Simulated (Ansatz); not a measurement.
# Ni: the cost of one run

Computed with Ansatz 0.2.0 (DFT r2SCAN, PAW, plane waves, scalar-relativistic, unless a step's input says otherwise).

The COD entry's cell or inner coordinates are ideal or old and differ from later refinements, so a difference from it is no clean test against experiment.

## 1. The structure to begin with

It takes space group Fm-3m (No. 225, cubic). The conventional cell has a = 3.517 Å, b = 3.517 Å, c = 3.517 Å, α = 90.00°, β = 90.00°, γ = 90.00°. Around Ni (site symmetry m-3m) lie 12 Ni at 2.49 Å.

As a file:

```cif
data_structure
_symmetry_space_group_name_H-M 'P 1'
_symmetry_Int_Tables_number 1
_cell_length_a 2.4869
_cell_length_b 2.4869
_cell_length_c 4.9738
_cell_angle_alpha 60.000
_cell_angle_beta 60.000
_cell_angle_gamma 60.000
_cell_volume 21.75
loop_
_atom_site_label
_atom_site_type_symbol
_atom_site_fract_x
_atom_site_fract_y
_atom_site_fract_z
_atom_site_occupancy
Ni1 Ni 0.00000 0.00000 0.00000 1
Ni2 Ni 0.00000 0.00000 0.50000 1
```

Atoms are counted from 1 in the order of input.yaml (Ni2 and so on).

The first starts: parallel moments, plain SCF; opposed moments +-, plain SCF; no spin polarisation; spin on, no moments given (the program may seed its own), plain SCF. Further starts follow from what these give.

“Plain SCF” means no search for lower states. 

Site moments are integrals over atomic spheres and don't add up to the total.

## 2. Parallel moments, plain SCF

input.yaml

```yaml
crystal:
  lattice:
    - [0.0, 1.7585, 1.7585]
    - [1.7585, 0.0, 1.7585]
    - [3.517, 3.517, 0.0]
  atoms:
    - { symbol: Ni, position: [0.0, 0.0, 0.0], spin: 2.0 }
    - { symbol: Ni, position: [0.0, 0.0, 0.5], spin: 2.0 }
magnetization:
  spin_polarized: true
hamiltonian:
  xc: r2scan
  pseudopotentials: { kind: paw }
basis:
  ecutwfc: 500
kpoints:
  mp_grid: { grid: [12, 12, 6] }
scf:
  occupations: { method: fermi_dirac, width: 0.1 }
  lower_state_search: "off"
output:
  forces: true
  stress: true
  write_density: true
  write_potential: true
  elf: true
  volumetric_format: npy
```

Started as:

```sh
$ ansatz run input.yaml --threads 2 --pin off --max-ram 5120MiB --backend cpu --events-out ev --progress --plain --runs-dir out
```

What time and memory should one allow on 2 threads of Arm Neoverse V2, shared host?

About 13 s, with a peak of 0.43 GiB.
